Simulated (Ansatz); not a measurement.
**ZnSe (zincblende type): how the settings move a relaxation**

Question: which choices in the input matter for ZnSe (zincblende type)?

Computed with Ansatz 0.2.0 (reference: DFT, PBE, PAW with Ansatz's default frozen-core files, scalar-relativistic, unless a step's input says otherwise).

### 1 The starting structure

Symmetry: F-43m, No. 216, cubic system. The conventional cell has a = 5.760 Å, b = 5.760 Å, c = 5.760 Å, α = 90.00°, β = 90.00°, γ = 90.00°. Zn (site symmetry -43m) has 4 Se at 2.49 Å as nearest neighbours. Se (site symmetry -43m) is surrounded by 4 Zn at 2.49 Å.

Coordinates:

```
Zn Se
1.0
     0.00000    2.87982    2.87982
     2.87982    0.00000    2.87982
     2.87982    2.87982    0.00000
Zn Se
1 1
Direct
  0.00000 0.00000 0.00000
  0.25000 0.25000 0.25000
```

### 2 Baseline

input.yaml reads:

```yaml
crystal:
  lattice:
    - [0.0, 2.8798249876, 2.8798249876]
    - [2.8798249876, 0.0, 2.8798249876]
    - [2.8798249876, 2.8798249876, 0.0]
  atoms:
    - { symbol: Zn, position: [0.0, 0.0, 0.0] }
    - { symbol: Se, position: [0.25, 0.25, 0.25] }
kpoints:
  mp_grid: { grid: [10, 10, 10] }
scf:
  occupations: { method: fermi_dirac, width: 0.02 }
hamiltonian:
  xc: pbe
  pseudopotentials: { kind: paw }
output:
  forces: true
  stress: true
relax:
  f_tol: 0.005
  max_steps: 40
  cell: {}
```

Launch:

```bash
ansatz run input.yaml --threads 1 --pin off --max-ram 3584MiB --backend cpu --events-out ev --progress --plain --runs-dir out
```

### 3 Variant: mp_grid.grid [12, 12, 12], occupations.method methfessel_paxton, occupations.width 0.1

input.yaml: that of step 2 with these lines changed.

```diff
@@ -9,5 +9,5 @@
 kpoints:
-  mp_grid: { grid: [10, 10, 10] }
+  mp_grid: { grid: [12, 12, 12] }
 scf:
-  occupations: { method: fermi_dirac, width: 0.02 }
+  occupations: { method: methfessel_paxton, width: 0.1 }
 hamiltonian:
@@ -18,2 +18,6 @@
   stress: true
+  write_density: true
+  write_potential: true
+  elf: true
+  volumetric_format: npy
 relax:
```

Q: Predict the outcome of this session. Wanted: for each run, ending; energy change; pressure; gap; force.

**Answer**, as computed:

| run | ending | energy change | pressure (GPa) | gap (eV) | force (eV/Å) | cycles | time |
| --- | --- | --- | --- | --- | --- | --- | --- |
| reference | converged | 0 | 0.0 | 1.15 | 0.00 | 21 | 10 s |
| 1: mp_grid.grid [12, 12, 12], occupations.method methfessel_paxton, occupations.width 0.1 | converged | -0.1 meV/atom (σ→0) | 0.0 | 1.15 | 0.00 | 20 | 18 s |

Times don't compare one to one where runs were asked for different outputs or read a saved state (see the inputs); cycles may leave out searches for a lower state.

What this shows: Changing the k-point mesh and smearing hardly moves the energy: -0.1 meV/atom.

These are semilocal Kohn-Sham gaps, which aren't the measured quantity. Such gaps usually fall short of the measured ones.
